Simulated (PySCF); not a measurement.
# propyl acetate (C5H10O2): NMR shifts in gas and solvents, part 2 of 2

PySCF 2.14.0. Atoms count from 0.

**7. NMR shieldings: WP04/pcSseg-2 in chloroform**

Job settings and geometry (Å):

```
{"job": {"kind": "nmr", "xc": "WP04", "basis": "pcSseg-2", "pop": false, "solvent": "chloroform"}, "charge": 0, "multiplicity": 1}
C     -2.761090    -0.162349    -0.004622
C     -1.308377    -0.543052     0.222315
C     -0.461606     0.675531     0.514016
O      0.900758     0.327738     0.780932
C      1.697430     0.176046    -0.286305
C      3.094848    -0.165729     0.132003
O      1.330908     0.317085    -1.422469
H     -2.865238     0.499446    -0.868146
H     -3.375081    -1.045882    -0.187499
H     -3.177739     0.356017     0.863768
H     -1.224228    -1.242056     1.060173
H     -0.907813    -1.045377    -0.661765
H     -0.803564     1.180395     1.419506
H     -0.494332     1.377713    -0.321926
H      3.652996    -0.527849    -0.727828
H      3.578506     0.733669     0.520578
H      3.089589    -0.907910     0.930195
```

Method: GIAO WP04/pcSseg-2 NMR shielding, non-relativistic, IEF-PCM chloroform.

The program printed:

```text
coarse grid: 13808 points
cycle   1  E = -354.8466627919  dE =  7.982e-01  |g| = 1.338e+00  |ddm| = 2.523e+00
cycle   2  E = -354.1725320390  dE =  6.741e-01  |g| = 2.275e+00  |ddm| = 2.127e+00
cycle   3  E = -355.1271452874  dE = -9.546e-01  |g| = 4.466e-01  |ddm| = 1.726e+00
cycle   4  E = -355.1629942269  dE = -3.585e-02  |g| = 1.602e-01  |ddm| = 2.836e-01
cycle   5  E = -355.1664710296  dE = -3.477e-03  |g| = 6.727e-02  |ddm| = 8.919e-02
cycle   6  E = -355.1673611327  dE = -8.901e-04  |g| = 9.298e-03  |ddm| = 3.832e-02
cycle   7  E = -355.1673773274  dE = -1.619e-05  |g| = 2.908e-03  |ddm| = 6.331e-03
cycle   8  E = -355.1673791274  dE = -1.800e-06  |g| = 6.520e-04  |ddm| = 2.275e-03
final grid: 132176 points
cycle   9  E = -355.1726340801  dE = -2.425e-04  |g| = 1.110e-02  |ddm| = 9.878e-02
cycle  10  E = -355.1726088329  dE =  2.525e-05  |g| = 1.579e-02  |ddm| = 1.538e-02
cycle  11  E = -355.1726601070  dE = -5.127e-05  |g| = 2.405e-03  |ddm| = 8.505e-03
cycle  12  E = -355.1726610129  dE = -9.059e-07  |g| = 7.253e-04  |ddm| = 1.487e-03
cycle  13  E = -355.1726610787  dE = -6.579e-08  |g| = 4.360e-04  |ddm| = 5.156e-04
cycle  14  E = -355.1726611126  dE = -3.397e-08  |g| = 9.415e-05  |ddm| = 2.307e-04
cycle  15  E = -355.1726611142  dE = -1.582e-09  |g| = 2.092e-05  |ddm| = 5.766e-05
cycle  16  E = -355.1726611143  dE = -9.811e-11  |g| = 2.473e-06  |ddm| = 1.483e-05
converged SCF energy = -355.1726611143

GIAO shielding tensors (ppm)
atom      isotropic    diamagn.    paramagn.     s11        s22        s33       span
  0 C      161.358     237.334     -75.977    153.997    154.762    175.313     21.316
  1 C      146.437     246.164     -99.727    127.645    151.325    160.341     32.696
  2 C      100.897     243.057    -142.161     56.194     98.609    147.887     91.693
  3 O       96.780     395.638    -298.858    -82.051    173.946    198.445    280.496
  4 C      -11.637     253.234    -264.871   -110.538     18.823     56.803    167.341
  5 C      150.006     239.600     -89.593    129.004    140.518    180.497     51.494
  6 O      -83.382     402.026    -485.407   -353.195   -195.102    298.153    651.348
  7 H       31.000      29.800       1.200     26.862     29.480     36.657      9.796
  8 H       30.764      27.576       3.188     26.788     28.133     37.370     10.582
  9 H       31.119      28.657       2.462     27.144     29.269     36.944      9.799
 10 H       30.415      32.959      -2.544     26.058     30.172     35.016      8.959
 11 H       30.077      34.815      -4.738     25.528     30.912     33.792      8.264
 12 H       28.368      31.947      -3.579     23.724     29.515     31.866      8.143
 13 H       27.362      33.884      -6.521     23.749     28.587     29.751      6.002
 14 H       30.020      27.835       2.184     26.308     28.831     34.920      8.611
 15 H       29.608      27.559       2.048     26.641     28.155     34.027      7.387
 16 H       29.702      29.617       0.085     26.019     29.393     33.693      7.674
```

It took 2 min on 2 threads of AMD EPYC, shared host; peak memory 2.6 GiB.

Key values: δ C4 186.7, C2 74.2, C1 28.7, C5 25.1, H12 4.00, H14 2.09 ppm (means over like atoms).

**8. NMR shieldings: wB97X-D/pcSseg-2 in chloroform**

The job, as its differences from that of step 7:

```diff
@@ -1,2 +1,2 @@
-{"job": {"kind": "nmr", "xc": "WP04", "basis": "pcSseg-2", "pop": false, "solvent": "chloroform"}, "charge": 0, "multiplicity": 1}
+{"job": {"kind": "nmr", "xc": "wB97X-D", "basis": "pcSseg-2", "pop": false, "solvent": "chloroform"}, "charge": 0, "multiplicity": 1}
 C     -2.761090    -0.162349    -0.004622
```

Method: GIAO wB97X-D/pcSseg-2 NMR shielding, non-relativistic, IEF-PCM chloroform.

The program printed:

```text
coarse grid: 13808 points
cycle   1  E = -346.8874136918  dE =  1.086e+00  |g| = 9.539e-01  |ddm| = 2.612e+00
cycle   2  E = -346.8022361474  dE =  8.518e-02  |g| = 1.237e+00  |ddm| = 9.923e-01
cycle   3  E = -347.0520277800  dE = -2.498e-01  |g| = 1.182e-01  |ddm| = 5.912e-01
cycle   4  E = -347.0539547750  dE = -1.927e-03  |g| = 6.399e-02  |ddm| = 7.382e-02
cycle   5  E = -347.0546123544  dE = -6.576e-04  |g| = 1.296e-02  |ddm| = 3.433e-02
cycle   6  E = -347.0546459256  dE = -3.357e-05  |g| = 3.672e-03  |ddm| = 1.137e-02
cycle   7  E = -347.0546494952  dE = -3.570e-06  |g| = 7.905e-04  |ddm| = 3.657e-03
final grid: 132176 points
cycle   8  E = -347.0510538529  dE = -2.738e-04  |g| = 5.886e-03  |ddm| = 6.462e-02
cycle   9  E = -347.0510580711  dE = -4.218e-06  |g| = 4.428e-03  |ddm| = 9.206e-03
cycle  10  E = -347.0510619503  dE = -3.879e-06  |g| = 1.129e-03  |ddm| = 2.581e-03
cycle  11  E = -347.0510621036  dE = -1.533e-07  |g| = 6.847e-04  |ddm| = 9.368e-04
cycle  12  E = -347.0510621904  dE = -8.684e-08  |g| = 7.806e-05  |ddm| = 3.981e-04
cycle  13  E = -347.0510621919  dE = -1.524e-09  |g| = 3.459e-05  |ddm| = 1.048e-04
cycle  14  E = -347.0510621922  dE = -2.894e-10  |g| = 1.205e-05  |ddm| = 3.963e-05
converged SCF energy = -347.0510621922

GIAO shielding tensors (ppm)
atom      isotropic    diamagn.    paramagn.     s11        s22        s33       span
  0 C      175.409     236.567     -61.157    168.155    169.218    188.855     20.700
  1 C      160.603     246.149     -85.546    141.649    166.225    173.936     32.287
  2 C      115.647     243.202    -127.555     71.762    113.326    161.852     90.090
  3 O      114.180     394.128    -279.948    -63.642    189.560    216.622    280.264
  4 C        0.694     252.756    -252.061    -97.403     28.549     70.937    168.340
  5 C      162.763     239.169     -76.405    140.085    153.612    194.592     54.507
  6 O      -77.742     402.621    -480.363   -359.269   -182.956    309.000    668.269
  7 H       30.779      29.155       1.624     26.259     29.107     36.970     10.710
  8 H       30.487      27.382       3.105     26.097     27.680     37.684     11.587
  9 H       30.908      28.297       2.611     26.577     28.885     37.261     10.684
 10 H       30.190      32.570      -2.379     25.435     29.839     35.297      9.862
 11 H       29.841      34.155      -4.314     24.919     30.630     33.975      9.056
 12 H       28.086      31.608      -3.522     23.144     29.197     31.919      8.775
 13 H       27.094      33.744      -6.650     23.297     28.499     29.486      6.189
 14 H       29.799      27.491       2.308     25.784     28.447     35.168      9.384
 15 H       29.341      27.143       2.198     26.152     27.750     34.121      7.969
 16 H       29.469      28.929       0.540     25.514     29.089     33.805      8.292
```

Run time: 3 min. Hardware: 2 threads of AMD EPYC, shared host; peak memory 2.5 GiB.

Key values: δ C4 186.4, C2 71.5, C1 26.5, C5 24.3, H12 4.02, H14 2.08 ppm (means over like atoms).

**9. Run by run: NMR shifts**

Shifts (ppm) of some atoms, chosen among heavy atoms and hydrogens apart, means over like atoms, with basis size and wall time:

| run | C4 | C2 | C5 | H14 | H10 | O6 | O3 | functions | time |
| --- | --- | --- | --- | --- | --- | --- | --- | --- | --- |
| PBE0/pcSseg-2 | 180.8 | 70.6 | 22.5 | 1.95 | 1.62 | 429.8 | 217.6 | 392 | 2.5 min |
| KT3/pcSseg-2 | 168.3 | 70.2 | 21.1 | 1.94 | 1.67 | 399.0 | 219.6 | 392 | 2.7 min |
| wB97X-D/pcSseg-2 | 182.5 | 70.6 | 23.3 | 1.95 | 1.61 | 428.3 | 211.6 | 392 | 2.6 min |
| B97-2/pcSseg-2 | 177.8 | 70.2 | 22.4 | 1.95 | 1.63 | 418.4 | 213.8 | 392 | 2.3 min |
| WP04/pcSseg-2 in chloroform | 186.7 | 74.2 | 25.1 | 2.09 | 1.62 | 406.8 | 226.6 | 392 | 2 min |
| wB97X-D/pcSseg-2 in chloroform | 186.4 | 71.5 | 24.3 | 2.08 | 1.60 | 412.9 | 221.0 | 392 | 3 min |
| measured | – | 66.2 | – | – | 1.65 | – | – | – | – |

Measured: solution, not stated per compound (mostly CDCl3 or CCl4); Pretsch, Buehlmann, Badertscher, Structure Determination of Organic Compounds, 4th ed. (2009).

**10. Outcome**

This closing draws on all 2 parts.

```
                                                              quantity                                                                                                       value
                                                           point group                                                                                                          C1
                                  rotational constants (main isotopes)                                                                                        6.93, 1.31, 1.21 GHz
                                13C shifts against TMS (PBE0/pcSseg-2)                                                                           180.8, 70.6, 25.8, 22.5, 11.3 ppm
1H shifts against TMS (PBE0/pcSseg-2, means over atoms taken as alike)                                                                                  3.97, 1.95, 1.62, 0.86 ppm
                                17O shifts against H2O (PBE0/pcSseg-2)                                                                                            429.8, 217.6 ppm
                              measured, and computed on the same scale  C2 δ 66.2, 70.6; C1 δ 22.4, 25.8; C0 δ 10.5, 11.3; H12 δ 4.02, 3.97; H10 δ 1.65, 1.62; H7 δ 0.95, 0.86 ppm
                      range of the shift of O6 (wB97X-D/pcSseg-2 runs)                                                                                          412.9 to 428.3 ppm
```

**Reading.** Relaxing lowered the energy by 0.100 eV in 7 steps; the close pair that moved most is C2–O3, from 1.479 to 1.431 Å. No frequency check was run at this level, so the end point may be a saddle. The most deshielded hydrogen is H12, H13 (mean) (hydrogen on an sp3 CH2 bonded to O), at 3.97 ppm: its carbon carries O, an electronegative neighbour. At PBE0/pcSseg-2: Shielding is most anisotropic at O6 (span 696 ppm, paramagnetic term -503 ppm). Against the measured 13C shifts the unscaled results are off by 2.9 ppm on average (signed mean +2.9, 3 signals). 3 measured 1H shifts can be compared: mean absolute error 0.06 ppm, mean signed error -0.06 ppm. Vibration, temperature and solvent are missing from the calculation, and it holds one conformer, so part of the miss against the measured shifts is not the functional's. At one level, wB97X-D/pcSseg-2: Across the 2 runs the shift of O6 moves most, between 412.9 (wB97X-D/pcSseg-2 in chloroform) and 428.3 ppm (wB97X-D/pcSseg-2).
